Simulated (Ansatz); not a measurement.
Working through a single point from an input written key by key of CH7NSeSi, SMILES NC([SiH3])[SeH]

With Ansatz 0.2.0 through its Python package.

The cells in order, each with its output:

In [1]:
```python
import ansatz
import numpy as np
```

In [2]:
```python
deck = {
    "crystal": {
        "periodic": [False, False, False],
        "atoms": [
            {"symbol": "N", "position_ang": [-0.2833, 1.5843, -0.379]},
            {"symbol": "C", "position_ang": [-0.5924, 0.1949, -0.2629]},
            {"symbol": "Si", "position_ang": [0.6763, -0.6337, 0.7998]},
            {"symbol": "Se", "position_ang": [-0.5199, -0.6142, -2.0309]},
            {"symbol": "H", "position_ang": [0.6355, 1.7633, -0.7863]},
            {"symbol": "H", "position_ang": [-0.3654, 2.078, 0.5596]},
            {"symbol": "H", "position_ang": [-1.56, 0.0468, 0.2042]},
            {"symbol": "H", "position_ang": [0.4417, -2.0516, 0.9234]},
            {"symbol": "H", "position_ang": [0.7056, -0.0065, 2.1928]},
            {"symbol": "H", "position_ang": [2.0382, -0.4631, 0.227]},
            {"symbol": "H", "position_ang": [-1.111, -1.9551, -1.427]},
        ],
    },
    "basis": {"gaussian": {"orbitals": "def2-SVP"}},
    "hamiltonian": {"xc": "b3lyp"},
    "output": {"forces": True},
}
session = ansatz.Session.from_dict(deck)
rep = session.plan(threads=1).execute().report
```

In [3]:
```python
for key in ("converged", "free_energy_ev", "reference_energy_ev", "n_frozen", "n_occupied", "n_virtual"):
    print(f"{key:22s} {rep[key]}")
symbols = ["N", "C", "Si", "Se", "H", "H", "H", "H", "H", "H", "H"]

print("forces (eV/A)")
for symbol, f in zip(symbols, rep["forces_ev_ang"]):
    print(f"  {symbol:2s} {f[0]:9.4f} {f[1]:9.4f} {f[2]:9.4f}")
charges = rep["charge_distribution"]
print("dipole moment", round(4.803205 * float(np.linalg.norm(charges["dipole_moment_e_ang"])), 3), "D")
print("Mulliken:", [(s, round(q, 3)) for s, q in zip(symbols, charges["mulliken_charges_e"])])
```
```text
converged              True
free_energy_ev         -75856.48453831792
reference_energy_ev    -75856.48453831792
n_frozen               0
n_occupied             [34, 34]
n_virtual              [79, 79]
forces (eV/A)
  N    -0.5269    2.1570    1.0375
  C     0.6584   -0.1492    0.6101
  Si    1.0223    0.1876    1.0343
  Se   -1.1567   -1.9271   -0.0069
  H     0.0375   -0.0134    0.2573
  H     0.2696   -0.6874   -1.5692
  H    -0.7728    0.1236   -0.1468
  H    -0.1885   -1.0491    0.2270
  H    -0.1172   -0.1507   -0.3990
  H     0.0421    0.1501   -0.0959
  H     0.7322    1.3584   -0.9484
dipole moment 1.146 D
Mulliken: [('N', -0.22), ('C', -0.201), ('Si', 0.392), ('Se', -0.011), ('H', 0.114), ('H', 0.127), ('H', 0.055), ('H', -0.104), ('H', -0.106), ('H', -0.085), ('H', 0.04)]
```

Total energies depend on the basis set; only differences at equal settings carry meaning. The geometry is a force-field or estimated start, not a minimum of this method, and the basis set is short of its limit. b3lyp holds the VWN-RPA fit, as in Gaussian; the form of ORCA and Turbomole is b3lyp5. Finished in 6.4 s on 1 thread of Arm Neoverse V1, with other jobs on the host, peak memory 0.29 GiB.
